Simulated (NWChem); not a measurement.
# AlClF2 (SMILES [F][Al]([F])[Cl]): levels of theory compared

Wanted: a comparison of 3 runs (HF/def2-SVPD, MP2/def2-SVPD, CCSD(T)/def2-SVPD) of AlClF2. 

The results are computed with NWChem 7.3.0.

5 further runs of the same task are left out: 1 that didn't finish, 4 set aside as unsound or not needed. Runs told in other sessions of the task aren't counted.

### 1 The molecule

AlClF2 has 4 atoms, charge 0, and is taken as a singlet. SMILES: `[F][Al]([F])[Cl]`. One bond was lengthened or shortened from a relaxed shape.

Bond lengths: F1–Al2 1.875 Å, Al2–F3 1.631 Å, Al2–Cl4 2.061 Å. Angles: F1–Al2–F3 119.0°, F1–Al2–Cl4 120.5°, F3–Al2–Cl4 120.5°.

### 2 A single-point energy at HF/def2-SVPD (run 1)

The input, work.nw:

```
start work
title "AlClF2"
memory 2200 mb

geometry units atomic noautosym nocenter noautoz
   F    2.14745831   1.58290074   2.48319272
   Al   0.13092023  -0.09590360   0.10123263
   F    0.51682120  -3.12526686  -0.31116230
   Cl  -2.53219521   1.85724173  -1.96259396
end

basis spherical bse
   F library def2-SVPD
   Al library def2-SVPD
   Cl library def2-SVPD
end

scf
   thresh 1e-08
   maxiter 80
   print medium
end

task scf energy
```

Started as:

```console
$ nwchem work.nw > work.out
```

What it wrote:

```text
[...]
  functions       =    97
[...]
  wavefunction    = RHF
[...]
         Total SCF energy =   -900.140276983552
      One-electron energy =  -1630.834743193813
      Two-electron energy =    539.897615233976
 Nuclear repulsion energy =    190.796850976286
        Time for solution =      7.6s
[...]
```

Wall time 8.4 s (1 thread of AMD EPYC 9B45 (Zen 5), shared host); peak memory 0.099 GiB.

### 3 A single-point energy at MP2/def2-SVPD (run 2)

The input, alclf2.nw:

```
start alclf2
title "AlClF2"
memory 2200 mb
geometry units angstroms noautosym nocenter noautoz
   F     1.136386    0.837635    1.314049
   Al    0.069280   -0.050750    0.053570
   F     0.273490   -1.653820   -0.164660
   Cl   -1.339980    0.982810   -1.038560
end
basis "ao basis" spherical bse
   F library def2-SVPD
   Al library def2-SVPD
   Cl library def2-SVPD
end
scf
   thresh 1e-08
   maxiter 80
end
mp2
   freeze core 12
   tight
end
task mp2 energy
```

Started as:

```console
$ nwchem alclf2.nw > alclf2.out
```

What it wrote:

```text
[...]
  functions       =    97
[...]
  wavefunction    = RHF
[...]
         Total SCF energy =   -900.140277003783
      One-electron energy =  -1630.834770551902
      Two-electron energy =    539.897628992246
 Nuclear repulsion energy =    190.796864555873
        Time for solution =      7.6s
[...]
          Total MP2 energy          -900.742692738313
[...]
```

Run time: 9.6 s. Hardware: 1 thread of AMD EPYC 9B45 (Zen 5), shared host; peak memory 0.25 GiB.

### 4 The energy at CCSD(T)/def2-SVPD (run 3)

The input, m1.nw:

```
start m1
title "AlClF2 ccsd(t)"
memory 2200 mb

geometry noautosym nocenter noautoz
  F        1.136386       0.837635       1.314049
  Al       0.069280      -0.050750       0.053570
  F        0.273490      -1.653820      -0.164660
  Cl      -1.339980       0.982810      -1.038560
end

basis spherical bse
  F library def2-SVPD
  Al library def2-SVPD
  Cl library def2-SVPD
end

scf
  singlet
  rhf
  thresh 1e-08
  maxiter 80
end

ccsd
  freeze core 12
  maxiter 60
end

task ccsd(t)
```

Started as:

```console
$ nwchem m1.nw > m1.out
```

What it wrote:

```text
[...]
  functions       =    97
[...]
  wavefunction    = RHF
[...]
         Total SCF energy =   -900.140277003783
      One-electron energy =  -1630.834770551902
      Two-electron energy =    539.897628992246
 Nuclear repulsion energy =    190.796864555873
        Time for solution =      7.7s
[...]
 Total MP2 energy:           -900.742692738313508
[...]
             energy      energy      error      ampl     ampl      Block
                                                time     time      time
[...]
 Total CCSD energy:           -900.755485655838129
[...]
 Total CCSD+T(CCSD) energy:           -900.771974431313993
[...]
 Total CCSD(T) energy:                -900.769653861362599
[...]
```

It took 87 s on 1 thread of AMD EPYC 9B45 (Zen 5), shared host; peak memory 0.29 GiB.

### 5 Overview of the runs

```csv
run,level,module,frozen core orbitals,energy (Eh),HOMO energy (eV),LUMO energy (eV),HOMO–LUMO gap (eV),wall time
1,HF/def2-SVPD,scf,–,-900.140277,-13.76,0.48,14.24,8.4 s
2,MP2/def2-SVPD,mp2,12,-900.742693,-13.76,0.48,14.24,9.6 s
3,CCSD(T)/def2-SVPD,ccsd(t),12,-900.769654,-13.76,0.48,14.24,87 s
```

### 6 Summary of results

```
                                           quantity          value
                                run 3: total energy  -900.76965 Eh
         run 3: HOMO energy (Hartree–Fock orbitals)      -13.76 eV
         run 3: LUMO energy (Hartree–Fock orbitals)        0.48 eV
       run 3: HOMO–LUMO gap (Hartree–Fock orbitals)       14.24 eV
run 3: correlation energy (12 core orbitals frozen)     -629.4 mEh
                              run 3: (T) correction     -14.17 mEh
```

Below the HF energy at the same shape and in the same basis (def2-SVPD): MP2 -602.4 mEh; CCSD(T) -629.4 mEh. All runs together took 1.8 min, the longest 87 s.
